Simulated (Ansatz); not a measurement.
# CH6NOSb: the cost of one run

Program: Ansatz 0.2.0 through its Python package. The levels of theory stand in the script. These are calculated values, not measurements.

## (1) The structure

Bond lengths: N1–C2 1.449 Å, C2–O3 1.390 Å, O3–Sb4 2.129 Å, N1–H5 1.096 Å, N1–H6 0.997 Å, C2–H7 1.137 Å, C2–H8 1.104 Å, Sb4–H9 1.701 Å, Sb4–H10 1.818 Å. Angles: N1–C2–O3 107.7°, N1–C2–H7 111.3°, N1–C2–H8 113.4°, O3–C2–H7 112.2°, O3–C2–H8 106.5°, H7–C2–H8 105.6°, C2–N1–H5 104.4°, C2–N1–H6 111.4°, H5–N1–H6 105.2°, C2–O3–Sb4 108.5°, O3–Sb4–H9 91.4°, O3–Sb4–H10 88.8°, H9–Sb4–H10 91.0°.

The script holds or builds the structure itself.

## (2) The script

File ch6nosb_methods.py:

```python
"""CH6NOSb at several levels of theory."""

from pathlib import Path

import ansatz as az
import numpy as np

GEOMETRY = """
N    -1.39660    0.18100    0.46150
C    -0.47660    0.73520   -0.51130
O     0.26660   -0.31500   -1.03780
Sb    1.94910   -0.65150    0.22300
H    -2.07660    1.00810    0.69460
H    -0.93540   -0.02830    1.32000
H     0.18210    1.53740   -0.04730
H    -0.98090    1.22160   -1.36410
H     2.56440   -1.82520   -0.84320
H     0.98700   -1.91460    1.10750
"""

mol = az.Crystal.molecule()
for line in GEOMETRY.strip().splitlines():
    symbol, *xyz = line.split()
    mol = mol.atom(symbol, [float(v) for v in xyz])

job = mol.calculation().basis(gaussian="def2-SVP")

print("functional    E (Ha)        dipole (D)   HOMO (eV)  LUMO (eV)")
for name in ["b3lyp", "r2scan", "lc_wpbe", "pbe0", "revpbe"]:
    report = job.functional(name).forces().orbitals().run(threads=1, runs_dir="runs").report
    lines = Path(report["orbitals_path"]).read_text().splitlines()
    field_of = lambda key: [line.split("=")[1].strip() for line in lines if line.startswith(key)]
    orbitals = [(27.211386 * float(e), s, float(n)) for e, s, n in zip(field_of("Ene="), field_of("Spin="), field_of("Occup="))]
    homo = max(e for e, _, n in orbitals if n > 0.5)
    lumo = min(e for e, _, n in orbitals if n < 0.5)
    dipole = 4.803205 * np.linalg.norm(report["charge_distribution"]["dipole_moment_e_ang"])
    print(f"{name:10s} {report['free_energy_ev'] / 27.211386246:14.6f} {dipole:9.3f} {homo:11.3f} {lumo:10.3f}")
```

## (3) Running it

Command:

```console
python ch6nosb_methods.py
```

**Question.** How long does this script take on 1 thread of Arm Neoverse V1, shared host, and how much memory does it need?

About 23 s, with a peak of 0.29 GiB.
